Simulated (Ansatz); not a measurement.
# VSF3: the cost of one run

Computed with Ansatz 0.2.0 (DFT PBE, scalar-relativistic, plane waves, PAW, unless a step's input says otherwise).

## 1. The system as given

The structure is cubic, space group Pm-3m (No. 221). The conventional cell has a = 3.893 Å, b = 3.893 Å, c = 3.893 Å, α = 90.00°, β = 90.00°, γ = 90.00°. V (site symmetry m-3m) is surrounded by 6 F at 1.95 Å. S (site symmetry m-3m) has 12 F at 2.75 Å as nearest neighbours. F (site symmetry 4/mmm) has 2 V at 1.95 Å as nearest neighbours.

Structure file:

```
V S F
1.0
     3.89303    0.00000    0.00000
     0.00000    3.89303    0.00000
     0.00000    0.00000    3.89303
V S F
1 1 3
Direct
  0.50000 0.50000 0.50000
  0.00000 0.00000 0.00000
  0.00000 0.50000 0.50000
  0.50000 0.00000 0.50000
  0.50000 0.50000 0.00000
```

The cell is invented: species swapped into a database cell of KCuCl3 (Pm-3m, No. 221), with S on the K sites, V on the Cu sites and F on the Cl sites. The dimensions are guesses.

## 2. Probe: one point on a coarse mesh

The input, input.yaml:

```yaml
crystal:
  lattice:
    - [3.89302593, 0.0, 0.0]
    - [0.0, 3.89302593, 0.0]
    - [0.0, 0.0, 3.89302593]
  atoms:
    - { symbol: V, position: [0.5, 0.5, 0.5], spin: 2.0 }
    - { symbol: S, position: [0.0, 0.0, 0.0] }
    - { symbol: F, position: [0.0, 0.5, 0.5] }
    - { symbol: F, position: [0.5, 0.0, 0.5] }
    - { symbol: F, position: [0.5, 0.5, 0.0] }
basis:
  ecutwfc: 420
kpoints:
  mp_grid: { grid: [4, 4, 4] }
hamiltonian:
  xc: pbe
scf:
  occupations: { method: gaussian, width: 0.1 }
  lower_state_search: "off"
output:
  forces: true
  stress: true
  eigenvalues: true
  populations: true
magnetization:
  spin_polarized: true
```

The run is started by

```bash
> ansatz run input.yaml --threads 1 --pin off --max-ram 2048MiB --backend cpu --events-out ev --progress --plain --runs-dir out
```

What time and memory should one allow on 1 thread of Arm Neoverse V2, shared host?

About 4.2 s, with a peak of 0.3 GiB.
